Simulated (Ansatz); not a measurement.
# C₂H₆AlFSi: up Jacob's ladder to CCSD(T)

One table from this session's results is given with a row withheld; the runs are named, their logs left out.

Method: functionals in def2-TZVPP, the program's frozen cores in correlated methods; program: Ansatz 0.2.0, Gaussian basis.

Plan: PBE-D4, r2SCAN-D4, PBE0-D4, B3LYP-D4, ωB97X-V, ωB97M-V, B2PLYP; CCSD(T)/def2-TZVPP; MP2/def2-QZVPP; extrapolation to the limit.

### The relaxed structure

The geometry comes from an earlier relaxation with PBE0-D4 in a triple-zeta def2 set; it is a stationary point, not always the lowest conformer.

SMILES `F/[C]([AlH2])=C\[SiH3]`, 11 atoms, charge 0, spin multiplicity 1.

Atoms are counted from 1 here; the program's logs count them from 0.

Bond lengths: F1–C2 1.363 Å, C2–Al3 1.962 Å, C2–C4 1.334 Å, Al3–H6 1.583 Å, Al3–H7 1.581 Å, C4–Si5 1.870 Å, C4–H8 1.087 Å, Si5–H9 1.485 Å, Si5–H10 1.485 Å, Si5–H11 1.486 Å. Angles: F1–C2–Al3 118.3°, F1–C2–C4 117.1°, Al3–C2–C4 124.6°, C2–Al3–H6 115.2°, C2–Al3–H7 121.1°, H6–Al3–H7 123.7°, C2–C4–Si5 124.0°, C2–C4–H8 115.8°, Si5–C4–H8 120.2°, C4–Si5–H9 110.7°, C4–Si5–H10 110.7°, C4–Si5–H11 108.5°, H9–Si5–H10 108.9°, H9–Si5–H11 109.0°, H10–Si5–H11 109.0°.

As a file:

```
F    -0.7629   -0.0639    1.6052
C    -0.4077    0.5414    0.4369
Al   -0.9471    2.4069    0.1555
C     0.2883   -0.1862   -0.4380
Si    0.7932   -1.9635   -0.1509
H    -0.4947    3.0377   -1.2239
H    -1.7731    3.1928    1.2505
H     0.5608    0.3173   -1.3620
H    -0.4012   -2.8249    0.0437
H     1.6663   -2.0753    1.0457
H     1.5433   -2.4394   -1.3419
```

The first run:

Input file in.yaml:

```yaml
crystal:
  periodic: [false, false, false]
  atoms:
    - {symbol: F, position_ang: [-0.762938, -0.063852, 1.605176]}
    - {symbol: C, position_ang: [-0.407704, 0.541417, 0.436906]}
    - {symbol: Al, position_ang: [-0.947055, 2.406898, 0.155510]}
    - {symbol: C, position_ang: [0.288343, -0.186157, -0.438031]}
    - {symbol: Si, position_ang: [0.793234, -1.963505, -0.150876]}
    - {symbol: H, position_ang: [-0.494681, 3.037670, -1.223925]}
    - {symbol: H, position_ang: [-1.773096, 3.192835, 1.250461]}
    - {symbol: H, position_ang: [0.560790, 0.317267, -1.362027]}
    - {symbol: H, position_ang: [-0.401154, -2.824861, 0.043655]}
    - {symbol: H, position_ang: [1.666338, -2.075325, 1.045687]}
    - {symbol: H, position_ang: [1.543324, -2.439386, -1.341938]}
basis:
  gaussian: {orbitals: def2-TZVPP}
hamiltonian: {xc: pbe, dispersion: d4}
output: {forces: true, orbitals: {seedname: orbitals}}
```

Launch:

```sh
ansatz run in.yaml --threads 4 --pin off --events-out ev --progress --plain --max-ram 10444MiB
```

Among the steps run: PBE-D4 (GGA); r2SCAN-D4 (meta-GGA); PBE0-D4 (hybrid); B3LYP-D4 (hybrid); ωB97X-V (range-separated); ωB97M-V (range-separated); B2PLYP (double hybrid); CCSD(T) in def2-TZVPP; MP2 in def2-QZVPP.

One table of the session follows, with a row left open; its other results are not shown here.

```
            method  atomisation energy (kJ/mol)
            PBE-D4                       3753.3
         r2SCAN-D4                       3723.2
           PBE0-D4                       3695.0
          B3LYP-D4                       3709.9
           ωB97X-V                       3730.5
           ωB97M-V                       3721.6
            B2PLYP                            ?
     HF/def2-TZVPP                       2748.9
    MP2/def2-TZVPP                       3660.0
   CCSD/def2-TZVPP                       3562.4
CCSD(T)/def2-TZVPP                       3616.1
           MP2/CBS                       3754.9
       CCSD(T)/CBS                       3711.0
```

Estimate the missing values for B2PLYP.

**Answer.** atomisation energy (kJ/mol): 3667.1. In the column «atomisation energy (kJ/mol)» it lies between MP2/def2-TZVPP (3660.0) and PBE0-D4 (3695.0).
